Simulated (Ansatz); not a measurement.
# ClH₄NSi + H₂O: a complex and its separated parts

The complex below is one end of an elementary step. How strongly is it bound against its free parts?

The runs use Ansatz 0.2.0, Gaussian basis; PBE0-D4/def2-TZVP structures, single points in def2-TZVPP, no counterpoise correction.

Levels: SPW92, PBE-D4, BLYP-D4, r2SCAN-D4, B97M-V, PBE0-D4, B3LYP-D4, r2SCAN0-D4, BHLYP-D4, CAM-B3LYP-D4, wB97X-V, wB97M-V, B2PLYP, PBE-QIDH, RPA on PBE, Hartree-Fock, MP2, CCSD, CCSD(T).

Cores are frozen in the correlated methods. B3LYP uses VWN-RPA correlation. B2PLYP carries no dispersion term here.

94 further runs of the same task are left out: 94 set aside as unsound or not needed.

## (1) The system as given

The complex: 10 atoms, charge 0, spin multiplicity 1.

Atoms are counted from 1 here; the program's logs count them from 0.

Bond lengths: Si1–Cl2 2.093 Å, Si1–H3 1.475 Å, Si1–H4 1.473 Å, Si1–N5 1.701 Å, N5–H8 1.007 Å, N5–H9 1.007 Å, H6–O7 0.963 Å, O7–H10 0.960 Å. Angles: Cl2–Si1–H3 105.5°, Cl2–Si1–H4 105.9°, Cl2–Si1–N5 113.5°, H3–Si1–H4 115.6°, H3–Si1–N5 108.1°, H4–Si1–N5 108.4°, Si1–N5–H8 120.8°, Si1–N5–H9 120.6°, H8–N5–H9 111.3°, H6–O7–H10 104.8°.

Geometry (Å):

```mol
ClH6NOSi
  3D, bonds by distance, orders not assigned

 10  8  0  0  0  0  0  0  0  0999 V2000
   -0.4128   -0.0071    0.3585 Si  0  0
   -0.1688    1.5404   -1.0296 Cl  0  0
   -0.4240   -1.2504   -0.4355 H   0  0
    0.7005    0.1285    1.3136 H   0  0
   -1.8760    0.0817    1.2219 N   0  0
    2.1082    0.3854   -1.3272 H   0  0
    2.4717   -0.4583   -1.0398 O   0  0
   -2.7517   -0.1394    0.7759 H   0  0
   -1.9997    0.7646    1.9520 H   0  0
    2.3527   -1.0456   -1.7897 H   0  0
  1  2  8  0
  1  3  8  0
  1  4  8  0
  1  5  8  0
  5  8  8  0
  5  9  8  0
  6  7  8  0
  7 10  8  0
M  END
```

Its parts: ClH₄NSi holds atoms 1, 2, 3, 4, 5, 8, 9; H₂O holds atoms 6, 7, 10. Each part counts its atoms afresh in its own runs.

## (2) Relaxing ClH₄NSi alone

relax-a/in.yaml reads:

```yaml
crystal:
  periodic: [false, false, false]
  atoms:
    - {symbol: Si, position_ang: [-0.412844, -0.007121, 0.358516]}
    - {symbol: Cl, position_ang: [-0.168819, 1.540443, -1.029650]}
    - {symbol: H, position_ang: [-0.424002, -1.250401, -0.435520]}
    - {symbol: H, position_ang: [0.700507, 0.128509, 1.313609]}
    - {symbol: N, position_ang: [-1.876000, 0.081666, 1.221913]}
    - {symbol: H, position_ang: [-2.751663, -0.139361, 0.775894]}
    - {symbol: H, position_ang: [-1.999674, 0.764632, 1.951981]}
basis:
  gaussian: {orbitals: def2-TZVP}
hamiltonian: {xc: pbe0, dispersion: d4}
relax: {f_tol: 0.005, max_steps: 200}
```

Started as:

```bash
$ ansatz run in.yaml --threads 4 --pin off --events-out ev --progress --plain --max-ram 9574MiB
```

The program printed, shortened:

```text
Functional definition: PBE0
  name "PBE0"
  cite "Adamo & Barone, J. Chem. Phys. 110, 6158 (1999) doi:10.1063/1.478522"
  cite "Perdew, Burke & Ernzerhof, Phys. Rev. Lett. 77, 3865 (1996) doi:10.1103/PhysRevLett.77.3865"
  parent pbe
[...]
867 factors; their error is unknown
[...]
mean field -21949.74793178 eV, -806.6383584194 hartree, gradient 1.4e-5 eV, S^2 0.000000; 0 other end points of the search recorded, 0 dependent functions left out
[...]
reference -21949.74795989 eV, -806.6383594526 hartree; 21, 21 occupied and 108, 108 virtual orbitals, 867 factors
[...]
Total energy: -21949.86445252 eV, -806.6426404776 hartree
Atom 0 at    -0.426199     0.009866     0.349015 Å, force    -0.000606     0.000713    -0.001695 eV/Å
Atom 1 at    -0.152455     1.532981    -1.028064 Å, force    -0.000383     0.001468    -0.000180 eV/Å
Atom 2 at    -0.411443    -1.244642    -0.432337 Å, force    -0.000153    -0.001468     0.000143 eV/Å
Atom 3 at     0.699331     0.120780     1.300501 Å, force     0.001880    -0.000701     0.000835 eV/Å
Atom 4 at    -1.880105     0.078804     1.228525 Å, force    -0.002273    -0.000747     0.004118 eV/Å
Atom 5 at    -2.756434    -0.146482     0.785625 Å, force     0.000804    -0.000764    -0.002617 eV/Å
Atom 6 at    -2.005190     0.767059     1.953478 Å, force     0.000731     0.001500    -0.000605 eV/Å
Dipole moment:    -0.310531    -0.089681     0.271072 e Å
```

It took 11 s on 4 threads of Intel Xeon at 2.50GHz, shared host.

Relaxation path:

| step | energy from step 1 (eV) | largest force component (eV/Å) |
| --- | --- | --- |
| 1 | 0.0000 | 0.4048 |
| 2 | -0.0079 | 0.0742 |
| 3 | -0.0084 | 0.0133 |
| 4 | -0.0084 | 0.0041 |

Close pairs (by a distance rule), those that changed most:

| bond | before (Å) | after (Å) | change (Å) |
| --- | --- | --- | --- |
| Si1–Cl2 | 2.093 | 2.072 | -0.022 |
| Si1–H4 | 1.473 | 1.478 | +0.005 |
| Si1–H3 | 1.475 | 1.478 | +0.003 |
| Si1–N5 | 1.701 | 1.701 | -0.001 |
| N5–H6 | 1.007 | 1.007 | +0.000 |
| N5–H7 | 1.007 | 1.007 | +0.000 |

## (3) Relaxing H₂O alone

relax-b/in.yaml reads:

```yaml
crystal:
  periodic: [false, false, false]
  atoms:
    - {symbol: H, position_ang: [2.108176, 0.385398, -1.327166]}
    - {symbol: O, position_ang: [2.471662, -0.458294, -1.039818]}
    - {symbol: H, position_ang: [2.352656, -1.045574, -1.789658]}
basis:
  gaussian: {orbitals: def2-TZVP}
hamiltonian: {xc: pbe0, dispersion: d4}
relax: {f_tol: 0.005, max_steps: 200}
```

Started as:

```bash
$ ansatz run in.yaml --threads 4 --pin off --events-out ev --progress --plain --max-ram 9574MiB
```

The program printed, shortened:

```text
[... 5 set-up lines as earlier in the session ...]
[...]
239 factors; their error is unknown
[...]
mean field -2078.33282637 eV, -76.3773226245 hartree, gradient 1.3e-5 eV, S^2 0.000000; 0 other end points of the search recorded, 0 dependent functions left out
[...]
reference -2078.33309082 eV, -76.3773323428 hartree; 5, 5 occupied and 38, 38 virtual orbitals, 239 factors
Total energy: -2078.33734657 eV, -76.3774887387 hartree
Atom 0 at     2.108763     0.384478    -1.326366 Å, force     0.000138    -0.000316     0.000113 eV/Å
Atom 1 at     2.470862    -0.457079    -1.040939 Å, force     0.000189     0.001963     0.001973 eV/Å
Atom 2 at     2.352869    -1.045869    -1.789337 Å, force    -0.000327    -0.001648    -0.002086 eV/Å
Dipole moment:    -0.177025     0.093197    -0.381211 e Å
```

Wall time 1.6 s (4 threads of Intel Xeon at 2.50GHz, shared host).

Step by step:

| step | energy from step 1 (eV) | largest force component (eV/Å) |
| --- | --- | --- |
| 1 | 0.0000 | 0.1315 |
| 2 | -0.0002 | 0.0315 |
| 3 | -0.0002 | 0.0225 |
| 4 | -0.0002 | 0.0021 |

Close pairs (by a distance rule), those that changed most:

| bond | before (Å) | after (Å) | change (Å) |
| --- | --- | --- | --- |
| H1–O2 | 0.963 | 0.960 | -0.003 |
| O2–H3 | 0.960 | 0.960 | -0.000 |

## (4) SPW92/def2-TZVPP

parta/in.yaml reads:

```yaml
crystal:
  periodic: [false, false, false]
  atoms:
    - {symbol: Si, position_ang: [-0.426199, 0.009866, 0.349015]}
    - {symbol: Cl, position_ang: [-0.152455, 1.532981, -1.028064]}
    - {symbol: H, position_ang: [-0.411443, -1.244642, -0.432337]}
    - {symbol: H, position_ang: [0.699331, 0.120780, 1.300501]}
    - {symbol: N, position_ang: [-1.880105, 0.078804, 1.228525]}
    - {symbol: H, position_ang: [-2.756434, -0.146482, 0.785625]}
    - {symbol: H, position_ang: [-2.005190, 0.767059, 1.953478]}
basis:
  gaussian: {orbitals: def2-TZVPP}
hamiltonian: {xc: lda}
```

partb/in.yaml reads:

```yaml
crystal:
  periodic: [false, false, false]
  atoms:
    - {symbol: H, position_ang: [2.108763, 0.384478, -1.326366]}
    - {symbol: O, position_ang: [2.470862, -0.457079, -1.040939]}
    - {symbol: H, position_ang: [2.352869, -1.045869, -1.789337]}
basis:
  gaussian: {orbitals: def2-TZVPP}
hamiltonian: {xc: lda}
```

The same command starts each run, in its folder.

Started as:

```bash
$ ansatz run in.yaml --threads 4 --pin off --events-out ev --progress --plain --max-ram 9574MiB
```

parta printed, shortened:

```text
Functional definition: SPW92
  name "SPW92"
  cite "Dirac, Proc. Camb. Phil. Soc. 26, 376 (1930) doi:10.1017/S0305004100016108"
  cite "Slater, Phys. Rev. 81, 385 (1951) doi:10.1103/PhysRev.81.385"
  cite "Perdew & Wang, Phys. Rev. B 45, 13244 (1992) doi:10.1103/PhysRevB.45.13244"
[...]
973 factors; their error is unknown
[...]
mean field -21873.97491558 eV, -803.8537514350 hartree, gradient 2.9e-5 eV, S^2 0.000000; 0 other end points of the search recorded, 0 dependent functions left out
reference -21873.97495000 eV, -803.8537526997 hartree; 21, 21 occupied and 150, 150 virtual orbitals, 973 factors
Total energy: -21873.97495000 eV, -803.8537526997 hartree
```

Output in partb, shortened:

```text
[... 5 set-up lines as earlier in the session ...]
[...]
269 factors; their error is unknown
[...]
mean field -2065.39691987 eV, -75.9019368288 hartree, gradient 5.3e-5 eV, S^2 0.000000; 0 other end points of the search recorded, 0 dependent functions left out
reference -2065.39693870 eV, -75.9019375209 hartree; 5, 5 occupied and 54, 54 virtual orbitals, 269 factors
Total energy: -2065.39693870 eV, -75.9019375209 hartree
```

Wall times: 1.3 s (parta), 0.26 s (partb) on 4 threads of Intel Xeon at 2.50GHz, shared host.

## (5) PBE-D4/def2-TZVPP

Each input of step 4 (parta, partb) changes in the same lines:

```diff
-hamiltonian: {xc: lda}
+hamiltonian: {xc: pbe, dispersion: d4}
```

Each run has its own folder and the same command.

Started as:

```bash
$ ansatz run in.yaml --threads 4 --pin off --events-out ev --progress --plain --max-ram 9574MiB
```

Output in parta, shortened:

```text
Functional definition: PBE
  name "PBE"
[... 2 set-up lines as earlier in the session ...]
[...]
973 factors; their error is unknown
[...]
mean field -21947.82470184 eV, -806.5676810228 hartree, gradient 2.2e-5 eV, S^2 0.000000; 0 other end points of the search recorded, 0 dependent functions left out
reference -21947.82473846 eV, -806.5676823686 hartree; 21, 21 occupied and 150, 150 virtual orbitals, 973 factors
Total energy: -21947.95353917 eV, -806.5724157072 hartree
```

Output in partb, shortened:

```text
[... 4 set-up lines as earlier in the session ...]
[...]
269 factors; their error is unknown
[...]
mean field -2078.40754834 eV, -76.3800686064 hartree, gradient 4.4e-5 eV, S^2 0.000000; 0 other end points of the search recorded, 0 dependent functions left out
reference -2078.40756882 eV, -76.3800693587 hartree; 5, 5 occupied and 54, 54 virtual orbitals, 269 factors
Total energy: -2078.41288578 eV, -76.3802647535 hartree
```

Wall times: 1.7 s (parta), 0.26 s (partb) on 4 threads of Intel Xeon at 2.50GHz, shared host.

## (6) BLYP-D4/def2-TZVPP

Each input of step 5 (parta, partb) changes in the same lines:

```diff
-hamiltonian: {xc: pbe, dispersion: d4}
+hamiltonian: {xc: {name: BLYP}, dispersion: d4}
```

One command serves all of them, each in its own folder.

Started as:

```bash
$ ansatz run in.yaml --threads 4 --pin off --events-out ev --progress --plain --max-ram 9574MiB
```

Log of parta, shortened:

```text
Functional definition: BLYP
  name "BLYP"
  cite "Becke, Phys. Rev. A 38, 3098 (1988) doi:10.1103/PhysRevA.38.3098"
  cite "Lee, Yang & Parr, Phys. Rev. B 37, 785 (1988) doi:10.1103/PhysRevB.37.785"
[...]
973 factors; their error is unknown
[...]
mean field -21958.21733446 eV, -806.9496032272 hartree, gradient 1.6e-5 eV, S^2 0.000000; 0 other end points of the search recorded, 0 dependent functions left out
reference -21958.21765412 eV, -806.9496149743 hartree; 21, 21 occupied and 150, 150 virtual orbitals, 973 factors
Total energy: -21958.50363874 eV, -806.9601247153 hartree
```

Log of partb, shortened:

```text
[... 4 set-up lines as earlier in the session ...]
[...]
269 factors; their error is unknown
[...]
mean field -2080.27675986 eV, -76.4487608625 hartree, gradient 8.7e-5 eV, S^2 0.000000; 0 other end points of the search recorded, 0 dependent functions left out
reference -2080.27694940 eV, -76.4487678282 hartree; 5, 5 occupied and 54, 54 virtual orbitals, 269 factors
Total energy: -2080.28979159 eV, -76.4492397700 hartree
```

They took 1.7 s (parta), 0.3 s (partb) on 4 threads of Intel Xeon at 2.50GHz, shared host.

## (7) r2SCAN-D4/def2-TZVPP

The same edit goes into each in.yaml of step 6 (parta, partb):

```diff
-hamiltonian: {xc: {name: BLYP}, dispersion: d4}
+hamiltonian: {xc: r2scan, dispersion: d4}
```

The same command starts each run, in its folder.

Started as:

```bash
$ ansatz run in.yaml --threads 4 --pin off --events-out ev --progress --plain --max-ram 9574MiB
```

parta printed, shortened:

```text
Functional definition: r2SCAN
  name "r2SCAN"
  cite "Furness, Kaplan, Ning, Perdew & Sun, J. Phys. Chem. Lett. 11, 8208 (2020) doi:10.1021/acs.jpclett.0c02405"
  cite "Furness, Kaplan, Ning, Perdew & Sun, J. Phys. Chem. Lett. 11, 9248 (2020) doi:10.1021/acs.jpclett.0c03077"
  parent r2scan
[...]
973 factors; their error is unknown
[...]
mean field -21956.65503927 eV, -806.8921899379 hartree, gradient 3.8e-5 eV, S^2 0.000000; 0 other end points of the search recorded, 0 dependent functions left out
reference -21956.65504963 eV, -806.8921903186 hartree; 21, 21 occupied and 150, 150 virtual orbitals, 973 factors
Total energy: -21956.68454375 eV, -806.8932742074 hartree
```

partb printed, shortened:

```text
[... 5 set-up lines as earlier in the session ...]
[...]
269 factors; their error is unknown
[...]
mean field -2079.58114543 eV, -76.4231975038 hartree, gradient 8.5e-5 eV, S^2 0.000000; 0 other end points of the search recorded, 0 dependent functions left out
reference -2079.58115063 eV, -76.4231976951 hartree; 5, 5 occupied and 54, 54 virtual orbitals, 269 factors
Total energy: -2079.58242314 eV, -76.4232444587 hartree
```

Wall times: 2.9 s (parta), 0.71 s (partb) on 4 threads of Intel Xeon at 2.50GHz, shared host.

## (8) B97M-V/def2-TZVPP

The same edit goes into each in.yaml of step 7 (parta, partb):

```diff
-hamiltonian: {xc: r2scan, dispersion: d4}
+hamiltonian: {xc: {name: B97M-V}}
```

One command serves all of them, each in its own folder.

Started as:

```bash
$ ansatz run in.yaml --threads 4 --pin off --events-out ev --progress --plain --max-ram 9574MiB
```

Output in parta, shortened:

```text
Functional definition: B97M-V
  name "B97M-V"
  cite "Mardirossian & Head-Gordon, J. Chem. Phys. 142, 074111 (2015) doi:10.1063/1.4907719"
  cite "Becke, J. Chem. Phys. 107, 8554 (1997) doi:10.1063/1.475007"
  cite "Vydrov & Van Voorhis, J. Chem. Phys. 133, 244103 (2010) doi:10.1063/1.3521275"
  # Of w^i u^j: cxij and so on, Table III.
[...]
  gx(w, u) = cx00 + cx01*u + cx02*u^2 + (cx10 + cx11*u)*w
[...]
  gos(w, u) = cos00 + cos01*u + cos03*u^3 + cos10*w + cos32*w^3*u^2
[...]
      + integral(e_c_pw_mod_opposite_spin*gos(b97_w_opposite, b97_u_opposite)) + vv10(b, c)
973 factors; their error is unknown
[...]
mean field -21953.53268328 eV, -806.7774454716 hartree, gradient 1.4e-5 eV, S^2 0.000000; 0 other end points of the search recorded, 0 dependent functions left out
reference -21953.53273604 eV, -806.7774474106 hartree; 21, 21 occupied and 150, 150 virtual orbitals, 973 factors
Total energy: -21953.53273604 eV, -806.7774474106 hartree
```

Log of partb, shortened:

```text
[... 5 set-up lines as earlier in the session ...]
  # Of w^i u^j: cxij and so on, Table III.
[...]
  gx(w, u) = cx00 + cx01*u + cx02*u^2 + (cx10 + cx11*u)*w
[...]
  gos(w, u) = cos00 + cos01*u + cos03*u^3 + cos10*w + cos32*w^3*u^2
[...]
      + integral(e_c_pw_mod_opposite_spin*gos(b97_w_opposite, b97_u_opposite)) + vv10(b, c)
269 factors; their error is unknown
[...]
mean field -2079.93552139 eV, -76.4362205802 hartree, gradient 2.9e-5 eV, S^2 0.000000; 0 other end points of the search recorded, 0 dependent functions left out
reference -2079.93554820 eV, -76.4362215656 hartree; 5, 5 occupied and 54, 54 virtual orbitals, 269 factors
Total energy: -2079.93554820 eV, -76.4362215656 hartree
```

They took 4.9 s (parta), 0.76 s (partb) on 4 threads of Intel Xeon at 2.50GHz, shared host.

## (9) PBE0-D4/def2-TZVPP

Each input of step 8 (parta, partb) changes in the same lines:

```diff
-hamiltonian: {xc: {name: B97M-V}}
+hamiltonian: {xc: pbe0, dispersion: d4}
+output: {orbitals: {seedname: orbitals}}
```

Each run has its own folder and the same command.

Started as:

```bash
$ ansatz run in.yaml --threads 4 --pin off --events-out ev --progress --plain --max-ram 9574MiB
```

Output in parta, shortened:

```text
[... 5 set-up lines as earlier in the session ...]
[...]
1007 factors; their error is unknown
[...]
mean field -21949.81574462 eV, -806.6408504954 hartree, gradient 6.6e-5 eV, S^2 0.000000; 0 other end points of the search recorded, 0 dependent functions left out
reference -21949.81577254 eV, -806.6408515213 hartree; 21, 21 occupied and 150, 150 virtual orbitals, 1007 factors
Total energy: -21949.92375913 eV, -806.6448199555 hartree
```

Output in partb, shortened:

```text
[... 5 set-up lines as earlier in the session ...]
[...]
269 factors; their error is unknown
[...]
mean field -2078.42782472 eV, -76.3808137495 hartree, gradient 1.2e-5 eV, S^2 0.000000; 0 other end points of the search recorded, 0 dependent functions left out
reference -2078.42783922 eV, -76.3808142825 hartree; 5, 5 occupied and 54, 54 virtual orbitals, 269 factors
Total energy: -2078.43209497 eV, -76.3809706784 hartree
```

Times: 2.6 s (parta), 0.35 s (partb) on 4 threads of Intel Xeon at 2.50GHz, shared host.

## (10) B3LYP-D4/def2-TZVPP

Each input of step 9 (parta, partb) changes in the same lines:

```diff
-hamiltonian: {xc: pbe0, dispersion: d4}
-output: {orbitals: {seedname: orbitals}}
+hamiltonian: {xc: {name: B3LYP}, dispersion: d4}
```

Each run has its own folder and the same command.

Started as:

```bash
$ ansatz run in.yaml --threads 4 --pin off --events-out ev --progress --plain --max-ram 9574MiB
```

Output in parta, shortened:

```text
Functional definition: B3LYP
  name "B3LYP"
  cite "Stephens, Devlin, Chabalowski & Frisch, J. Phys. Chem. 98, 11623 (1994) doi:10.1021/j100096a001"
[... 2 set-up lines as earlier in the session ...]
  cite "Vosko, Wilk & Nusair, Can. J. Phys. 58, 1200 (1980) doi:10.1139/p80-159"
[...]
995 factors; their error is unknown
[...]
mean field -21960.16238829 eV, -807.0210826370 hartree, gradient 1.3e-5 eV, S^2 0.000000; 0 other end points of the search recorded, 0 dependent functions left out
reference -21960.16262975 eV, -807.0210915104 hartree; 21, 21 occupied and 150, 150 virtual orbitals, 995 factors
Total energy: -21960.37257406 eV, -807.0288068217 hartree
```

partb printed, shortened:

```text
[... 6 set-up lines as earlier in the session ...]
[...]
269 factors; their error is unknown
[...]
mean field -2080.76395692 eV, -76.4666650244 hartree, gradient 1.1e-5 eV, S^2 0.000000; 0 other end points of the search recorded, 0 dependent functions left out
reference -2080.76409528 eV, -76.4666701090 hartree; 5, 5 occupied and 54, 54 virtual orbitals, 269 factors
Total energy: -2080.77252119 eV, -76.4669797554 hartree
```

Wall times: 2.9 s (parta), 0.4 s (partb) on 4 threads of Intel Xeon at 2.50GHz, shared host.

## (11) r2SCAN0-D4/def2-TZVPP

The same edit goes into each in.yaml of step 10 (parta, partb):

```diff
-hamiltonian: {xc: {name: B3LYP}, dispersion: d4}
+hamiltonian: {xc: {name: r2SCAN0}, dispersion: d4}
```

Each run has its own folder and the same command.

Started as:

```bash
$ ansatz run in.yaml --threads 4 --pin off --events-out ev --progress --plain --max-ram 9574MiB
```

parta printed, shortened:

```text
Functional definition: r2SCAN0
  name "r2SCAN0"
  cite "Bursch, Neugebauer, Ehlert & Grimme, J. Chem. Phys. 156, 134105 (2022) doi:10.1063/5.0086040"
[... 3 set-up lines as earlier in the session ...]
[...]
1007 factors; their error is unknown
[...]
mean field -21956.30742880 eV, -806.8794154888 hartree, gradient 3.9e-5 eV, S^2 0.000000; 0 other end points of the search recorded, 0 dependent functions left out
reference -21956.30743703 eV, -806.8794157910 hartree; 21, 21 occupied and 150, 150 virtual orbitals, 1007 factors
Total energy: -21956.34254957 eV, -806.8807061532 hartree
```

partb printed, shortened:

```text
[... 6 set-up lines as earlier in the session ...]
[...]
269 factors; their error is unknown
[...]
mean field -2079.27472252 eV, -76.4119366695 hartree, gradient 2.0e-5 eV, S^2 0.000000; 0 other end points of the search recorded, 0 dependent functions left out
reference -2079.27472662 eV, -76.4119368202 hartree; 5, 5 occupied and 54, 54 virtual orbitals, 269 factors
Total energy: -2079.27613074 eV, -76.4119884209 hartree
```

Times: 3.8 s (parta), 0.86 s (partb) on 4 threads of Intel Xeon at 2.50GHz, shared host.

## (12) BHLYP-D4/def2-TZVPP

Each input of step 11 (parta, partb) changes in the same lines:

```diff
-hamiltonian: {xc: {name: r2SCAN0}, dispersion: d4}
+hamiltonian: {xc: {name: BHLYP}, dispersion: d4}
```

Each run has its own folder and the same command.

Started as:

```bash
$ ansatz run in.yaml --threads 4 --pin off --events-out ev --progress --plain --max-ram 9574MiB
```

Output in parta, shortened:

```text
Functional definition: BHLYP
  name "BHLYP"
  cite "Becke, J. Chem. Phys. 98, 1372 (1993) doi:10.1063/1.464304"
[... 2 set-up lines as earlier in the session ...]
[...]
1059 factors; their error is unknown
[...]
mean field -21958.24013221 eV, -806.9504410288 hartree, gradient 2.8e-5 eV, S^2 0.000000; 0 other end points of the search recorded, 0 dependent functions left out
reference -21958.24029753 eV, -806.9504471046 hartree; 21, 21 occupied and 150, 150 virtual orbitals, 1059 factors
Total energy: -21958.40430512 eV, -806.9564742721 hartree
```

Log of partb, shortened:

```text
[... 5 set-up lines as earlier in the session ...]
[...]
295 factors; their error is unknown
[...]
mean field -2079.57893259 eV, -76.4231161834 hartree, gradient 2.0e-5 eV, S^2 0.000000; 0 other end points of the search recorded, 0 dependent functions left out
reference -2079.57902338 eV, -76.4231195199 hartree; 5, 5 occupied and 54, 54 virtual orbitals, 295 factors
Total energy: -2079.58397510 eV, -76.4233014924 hartree
```

Times: 2.4 s (parta), 0.36 s (partb) on 4 threads of Intel Xeon at 2.50GHz, shared host.

(Part 1 of 2 ends here.)
